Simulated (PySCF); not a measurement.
# ZrBrCl3: geometry, NMR shifts and electronic excitations

What NMR shifts and electronic excitations should ZrBrCl3 (`[Cl][Zr]([Cl])([Cl])[Br]`) show?

The runs use PySCF 2.14.0, with density-fitted response routines of our own; the level of theory stands in each step. All values are computed, except where a source is named. Atoms are numbered from 0 throughout.

## Step 1: The molecule as given

5 atoms, charge 0, multiplicity 1; geometry from: GFN2-xTB.

Bonds of the start (Å): Zr0–Br1 2.48, Zr0–Cl2 2.25, Zr0–Cl3 2.25, Zr0–Cl4 2.25.

## Step 2: Optimising the geometry at PBE0-D3(BJ)/def2-SVP

The job: settings as JSON, then the geometry in Å.

```
{"job": {"xc": "PBE0", "basis": "def2-SVP", "d3": "d3bj", "grid": 1, "maxiter": 40, "kind": "geom"}, "charge": 0, "multiplicity": 1}
Zr    -0.000290     0.000350    -0.066610
Br     0.007480    -0.014380     2.410180
Cl     2.132670     0.010260    -0.787560
Cl    -1.074780     1.850860    -0.766810
Cl    -1.065080    -1.847100    -0.789200
```

What it wrote:

```text
step   0  E = -4000.62836474  max force = 0.028168
step   1  E = -4000.63315345  max force = 0.006416
step   2  E = -4000.63359671  max force = 0.001518
step   3  E = -4000.63361388  max force = 0.001543
step   4  E = -4000.63360632  max force = 0.001675
step   5  E = -4000.63360864  max force = 0.000743
step   6  E = -4000.63361497  max force = 0.000454
step   7  E = -4000.63362202  max force = 0.000470
step   8  E = -4000.63363117  max force = 0.000471
step   9  E = -4000.63364166  max force = 0.000462
step  10  E = -4000.63365365  max force = 0.000448
optimisation converged
```

Wall time 76 s (1 thread, shared host).

The steps of the relaxation:

| step | energy from step 0 (eV) | largest force component (eV/Å) |
| --- | --- | --- |
| 0 | 0.0000 | 1.4485 |
| 1 | -0.1303 | 0.3299 |
| 2 | -0.1424 | 0.0781 |
| 3 | -0.1428 | 0.0793 |
| 4 | -0.1426 | 0.0861 |
| 5 | -0.1427 | 0.0382 |
| 6 | -0.1429 | 0.0233 |
| 7 | -0.1431 | 0.0242 |
| 8 | -0.1433 | 0.0242 |
| 9 | -0.1436 | 0.0238 |
| 10 | -0.1439 | 0.0230 |

Close pairs (by a distance rule), those that changed most:

| bond | before (Å) | after (Å) | change (Å) |
| --- | --- | --- | --- |
| Zr0–Cl3 | 2.251 | 2.321 | +0.070 |
| Zr0–Cl4 | 2.251 | 2.317 | +0.066 |
| Zr0–Cl2 | 2.252 | 2.315 | +0.064 |
| Zr0–Br1 | 2.477 | 2.476 | -0.001 |

The end geometry stands in the next job.

| at the end point | value |
| --- | --- |
| rotational constants (GHz, main isotopes) | 1.021, 0.671, 0.667 |
| dipole moment (D) | 0.22 |

## Step 3: Shielding tensors: PBE0/def2-TZVP+pcSseg-1

The job: settings as JSON, then the geometry in Å.

```
{"job": {"kind": "nmr", "xc": "PBE0", "basis": {"default": "pcSseg-1", "Zr": "def2-TZVP"}}, "charge": 0, "multiplicity": 1}
Zr    -0.007353     0.007891    -0.009836
Br    -0.060024    -0.079106     2.464144
Cl     2.189750     0.011959    -0.740467
Cl    -1.065065     1.913345    -0.809586
Cl    -1.057308    -1.854099    -0.904256
```

With the program's defaults for keys left out, this is: GIAO PBE0/pcSseg-1 Zr:def2-TZVP NMR shielding, scalar relativity only through core potentials, gas phase.

What it wrote:

```text
coarse grid: 34488 points
cycle   1  E = -4000.0539806041  dE = -5.403e+00  |g| = 2.165e+00  |ddm| = 4.773e+00
cycle   2  E = -3999.3947715674  dE =  6.592e-01  |g| = 2.372e+00  |ddm| = 4.042e+00
cycle   3  E = -4001.0220931119  dE = -1.627e+00  |g| = 3.036e-01  |ddm| = 2.859e+00
cycle   4  E = -4001.0370159894  dE = -1.492e-02  |g| = 1.737e-01  |ddm| = 4.912e-01
cycle   5  E = -4001.0444243075  dE = -7.408e-03  |g| = 7.037e-02  |ddm| = 2.524e-01
cycle   6  E = -4001.0453440574  dE = -9.197e-04  |g| = 1.363e-02  |ddm| = 6.698e-02
cycle   7  E = -4001.0453972338  dE = -5.318e-05  |g| = 1.751e-03  |ddm| = 1.400e-02
cycle   8  E = -4001.0453981111  dE = -8.773e-07  |g| = 6.895e-04  |ddm| = 2.711e-03
final grid: 62720 points
cycle   9  E = -4001.0453123360  dE =  1.523e-07  |g| = 1.204e-03  |ddm| = 2.224e-03
cycle  10  E = -4001.0453108959  dE =  1.440e-06  |g| = 2.574e-03  |ddm| = 3.502e-03
cycle  11  E = -4001.0453127164  dE = -1.820e-06  |g| = 2.099e-04  |ddm| = 2.415e-03
cycle  12  E = -4001.0453127278  dE = -1.146e-08  |g| = 2.571e-05  |ddm| = 2.163e-04
cycle  13  E = -4001.0453127279  dE = -9.186e-11  |g| = 3.406e-06  |ddm| = 2.118e-05
converged SCF energy = -4001.0453127279

GIAO shielding tensors (ppm)
atom      isotropic    diamagn.    paramagn.     s11        s22        s33       span
  0 Zr         nan         nan         nan        nan        nan        nan        nan
  1 Br    1450.685    3124.351   -1673.666    788.148    792.797   2771.110   1982.962
  2 Cl     321.155    1148.707    -827.552    -11.980     12.645    962.801    974.782
  3 Cl     327.068    1148.694    -821.625     -5.288     21.180    965.313    970.601
  4 Cl     322.830    1148.702    -825.872    -11.759     16.711    963.537    975.297
```

Wall time 15 s (1 thread, shared host).

Shifts follow as δ = σ(reference) − σ, with reference shieldings (ppm) from runs at the same level and on the same kind of geometry: 35Cl HCl 943, 79Br HBr 2584. The references are single molecules in the gas phase. Atoms listed in one row are averaged.

| atoms | environment | σ (ppm) | δ (ppm) |
| --- | --- | --- | --- |
| Br1 | bromine bonded to Zr | 1451 | 1134 |
| Cl2, Cl3, Cl4 | chlorine bonded to Zr | 324 | 620 |

Atoms past Kr carry core potentials, so their printed shieldings have no meaning and are left out of the table.

The run also stored atomic charges by several schemes (e):

| atoms | Mulliken | ESP fit |
| --- | --- | --- |
| Zr0 | 1.08 | 0.59 |
| Br1 | -0.29 | -0.13 |
| Cl2, Cl3, Cl4 | -0.27 | -0.15 |

Mayer bond orders: Zr0–Br1 1.15, Zr0–Cl2 1.17, Zr0–Cl3 1.17, Zr0–Cl4 1.17.

With diffuse functions Mulliken charges and Mayer bond orders lose their meaning; the other schemes are steadier.

## Step 4: Excited states and response: CAM-B3LYP/def2-SVPD

The job: settings as JSON, then the geometry in Å.

```
{"job": {"kind": "uv", "xc": "CAM-B3LYP", "basis": "def2-SVPD", "ip": true, "nstates": 10}, "charge": 0, "multiplicity": 1}
Zr    -0.007353     0.007891    -0.009836
Br    -0.060024    -0.079106     2.464144
Cl     2.189750     0.011959    -0.740467
Cl    -1.065065     1.913345    -0.809586
Cl    -1.057308    -1.854099    -0.904256
```

With the program's defaults for keys left out, this is: TDDFT CAM-B3LYP/def2-SVPD, vertical, gas phase, core orbitals frozen in the response.

What it wrote:

```text
coarse grid: 34488 points
cycle   1  E = -4001.2558794778  dE = -6.818e+00  |g| = 9.853e-01  |ddm| = 4.388e+00
cycle   2  E = -4001.1302211392  dE =  1.257e-01  |g| = 1.110e+00  |ddm| = 2.649e+00
cycle   3  E = -4001.5214683625  dE = -3.912e-01  |g| = 1.092e-01  |ddm| = 1.467e+00
cycle   4  E = -4001.5241448075  dE = -2.676e-03  |g| = 3.566e-02  |ddm| = 1.940e-01
cycle   5  E = -4001.5244633539  dE = -3.185e-04  |g| = 1.215e-02  |ddm| = 5.931e-02
cycle   6  E = -4001.5244976447  dE = -3.429e-05  |g| = 3.288e-03  |ddm| = 1.673e-02
cycle   7  E = -4001.5245009399  dE = -3.295e-06  |g| = 7.375e-04  |ddm| = 3.796e-03
final grid: 62720 points
cycle   8  E = -4001.5244126494  dE = -2.905e-07  |g| = 7.205e-04  |ddm| = 2.399e-03
cycle   9  E = -4001.5244124808  dE =  1.686e-07  |g| = 1.112e-03  |ddm| = 2.037e-03
cycle  10  E = -4001.5244128295  dE = -3.487e-07  |g| = 7.264e-05  |ddm| = 1.287e-03
cycle  11  E = -4001.5244128335  dE = -3.989e-09  |g| = 3.902e-05  |ddm| = 1.612e-04
cycle  12  E = -4001.5244128347  dE = -1.148e-09  |g| = 1.011e-05  |ddm| = 1.186e-04
cycle  13  E = -4001.5244128347  dE = -1.273e-11  |g| = 1.414e-06  |ddm| = 1.372e-05
converged SCF energy = -4001.5244128347

Static polarisability (au): isotropic 103.312, principal 99.730 100.015 110.191

Singlet excitations
state   eV       nm        f      main configurations
  1   5.2672    235.4   0.00000   H->L 0.46, H-1->L+1 0.41
  2   5.3601    231.3   0.00517   H-1->L+1 0.35, H->L 0.31, H->L+1 0.15
  3   5.3608    231.3   0.00520   H-1->L 0.33, H->L+1 0.33, H-1->L+1 0.14
  4   5.7333    216.3   0.07576   H-1->L 0.39, H->L+1 0.38
  5   5.8192    213.1   0.00945   H-2->L 0.82
  6   5.8239    212.9   0.00943   H-2->L+1 0.81
  7   6.0229    205.9   0.00001   H-4->L 0.21, H-3->L+1 0.21, H->L+4 0.18
  8   6.0774    204.0   0.00154   H->L+2 0.25, H-5->L+1 0.19, H-4->L+1 0.16
  9   6.0855    203.7   0.00154   H-5->L 0.30, H-1->L+2 0.17, H-1->L+3 0.13
 10   6.1905    200.3   0.01165   H-1->L+2 0.44, H->L+2 0.29

Triplet excitations (Tamm-Dancoff, eV): 5.0048 5.1155 5.1194 5.2489
Vertical ionisation energy (delta-SCF) = 11.4589 eV
Vertical electron affinity (delta-SCF) = 1.3881 eV
```

It took 79 s on 1 thread, shared host.

The orbitals next to the gap, with their largest atomic shares:

| orbital | eV | atoms |
| --- | --- | --- |
| HOMO−3 | -11.54 | Cl4 30 %, Cl3 25 %, Cl2 24 % |
| HOMO−2 | -11.11 | Cl3 33 %, Cl4 33 %, Cl2 32 % |
| HOMO−1 | -10.59 | Br1 74 %, Cl3 13 %, Cl4 8 % |
| HOMO | -10.58 | Br1 74 %, Cl2 14 %, Cl4 7 % |
| LUMO | -1.81 | Zr0 70 %, Br1 8 %, Cl4 8 % |
| LUMO+1 | -1.81 | Zr0 70 %, Br1 8 %, Cl2 8 % |
| LUMO+2 | -1.12 | Zr0 63 %, Br1 12 %, Cl3 9 % |

With each of the 10 states as a Gaussian band of 0.4 eV half-width at 1/e, the curve within the window shown has maxima at 215 nm (ε 4,200) L/(mol cm). Beyond the last state computed it falls off for lack of states. The curve at chosen wavelengths:

```tsv
nm	ε (L/mol/cm)
191	445
194	745
197	1162
200	1699
203	2331
206	2991
209	3582
212	3998
215	4167
218	4068
221	3738
224	3251
227	2694
229	2321
232	1799
235	1352
238	989
241	708
244	497
247	343
250	233
253	156
256	102
259	66
262	42
265	26
```

Ground-state properties from the same run:

| property | computed |
| --- | --- |
| dipole moment (D) | 0.23 |
| polarisability (Å³) | 15.31 |
| HOMO–LUMO gap (eV) | 8.77 |
| −ε(HOMO) (eV) | 10.58 |

## Step 5: Nuclear shieldings: B3LYP/def2-TZVP+pcSseg-1

The job: settings as JSON, then the geometry in Å.

```
{"job": {"kind": "nmr", "xc": "B3LYP", "basis": {"default": "pcSseg-1", "Zr": "def2-TZVP"}, "pop": false}, "charge": 0, "multiplicity": 1}
Zr    -0.007353     0.007891    -0.009836
Br    -0.060024    -0.079106     2.464144
Cl     2.189750     0.011959    -0.740467
Cl    -1.065065     1.913345    -0.809586
Cl    -1.057308    -1.854099    -0.904256
```

With the program's defaults for keys left out, this is: GIAO B3LYP/pcSseg-1 Zr:def2-TZVP NMR shielding, scalar relativity only through core potentials, gas phase.

What it wrote:

```text
coarse grid: 34488 points
cycle   1  E = -4000.6520645299  dE = -5.110e+00  |g| = 2.449e+00  |ddm| = 4.801e+00
cycle   2  E = -3999.8187808256  dE =  8.333e-01  |g| = 2.681e+00  |ddm| = 4.511e+00
cycle   3  E = -4001.8759193456  dE = -2.057e+00  |g| = 3.573e-01  |ddm| = 3.317e+00
cycle   4  E = -4001.8923626000  dE = -1.644e-02  |g| = 2.372e-01  |ddm| = 6.297e-01
cycle   5  E = -4001.9065115959  dE = -1.415e-02  |g| = 9.960e-02  |ddm| = 3.467e-01
cycle   6  E = -4001.9085134998  dE = -2.002e-03  |g| = 1.789e-02  |ddm| = 9.632e-02
cycle   7  E = -4001.9086062967  dE = -9.280e-05  |g| = 2.219e-03  |ddm| = 1.847e-02
cycle   8  E = -4001.9086077703  dE = -1.474e-06  |g| = 9.568e-04  |ddm| = 3.825e-03
final grid: 62720 points
cycle   9  E = -4001.9085008689  dE =  4.808e-07  |g| = 1.791e-03  |ddm| = 3.026e-03
cycle  10  E = -4001.9084970857  dE =  3.783e-06  |g| = 4.096e-03  |ddm| = 5.377e-03
cycle  11  E = -4001.9085016701  dE = -4.584e-06  |g| = 3.703e-04  |ddm| = 3.837e-03
cycle  12  E = -4001.9085017056  dE = -3.549e-08  |g| = 4.934e-05  |ddm| = 3.806e-04
cycle  13  E = -4001.9085017059  dE = -3.747e-10  |g| = 5.515e-06  |ddm| = 4.564e-05
converged SCF energy = -4001.9085017059

GIAO shielding tensors (ppm)
atom      isotropic    diamagn.    paramagn.     s11        s22        s33       span
  0 Zr         nan         nan         nan        nan        nan        nan        nan
  1 Br    1381.204    3124.763   -1743.559    699.289    704.372   2739.951   2040.662
  2 Cl     296.629    1149.231    -852.602    -39.624    -18.792    948.301    987.925
  3 Cl     302.140    1149.214    -847.074    -33.750    -10.686    950.857    984.606
  4 Cl     298.210    1149.226    -851.015    -39.789    -14.636    949.056    988.844
```

Wall time 14 s (1 thread, shared host).

This run: δ Br1 1164, Cl2 631 ppm (means over like atoms).

## Step 6: Side by side: NMR shifts

Shifts (ppm), means over like atoms, with basis size and wall time:

| run | Br1 | Cl2 | functions | time |
| --- | --- | --- | --- | --- |
| PBE0/def2-TZVP+pcSseg-1 | 1134 | 620 | 153 | 15 s |
| B3LYP/def2-TZVP+pcSseg-1 | 1164 | 631 | 153 | 14 s |

## Step 7: Summary of results

| quantity | value |
| --- | --- |
| rotational constants (main isotopes) | 1.02, 0.67, 0.67 GHz |
| 79Br shifts against HBr (PBE0/def2-TZVP+pcSseg-1) | 1134 ppm |
| 35Cl shifts against HCl (PBE0/def2-TZVP+pcSseg-1, means over atoms taken as alike) | 620 ppm |
| lowest singlet (CAM-B3LYP/def2-SVPD) | 5.27 eV (235 nm), f = 0.000 |
| brightest single state of those computed | state 4, 5.73 eV, f = 0.076 |
| lowest triplet | 5.00 eV |
| vertical ionisation energy (ΔSCF) | 11.46 eV |
| vertical electron affinity (ΔSCF) | 1.39 eV |
| range of the shift of Br1 | 1134 to 1164 ppm |

**Reading.** Relaxing lowered the energy by 0.144 eV in 10 steps; the close pair that moved most is Zr0–Cl3, from 2.251 to 2.321 Å. At PBE0/def2-TZVP+pcSseg-1: The largest span, 1983 ppm, is at Br1, where the paramagnetic term is -1674 ppm. The lowest singlet, at 5.27 eV, is HOMO→LUMO 0.46, HOMO−1→LUMO+1 0.41 and is dark; of the 10 states computed, the strongest absorption comes from state 4 at 5.73 eV. The lowest triplet lies 0.26 eV below the lowest singlet (triplets in Tamm-Dancoff, singlets in full TDDFT). ΔSCF puts the ionisation energy at 11.46 eV, 0.88 eV above −ε(HOMO). Across the 2 runs the shift of Br1 moves most, between 1134 (PBE0/def2-TZVP+pcSseg-1) and 1164 ppm (B3LYP/def2-TZVP+pcSseg-1). Spin-orbit coupling is left out, which matters for shieldings and couplings at and beside the heavy atoms.
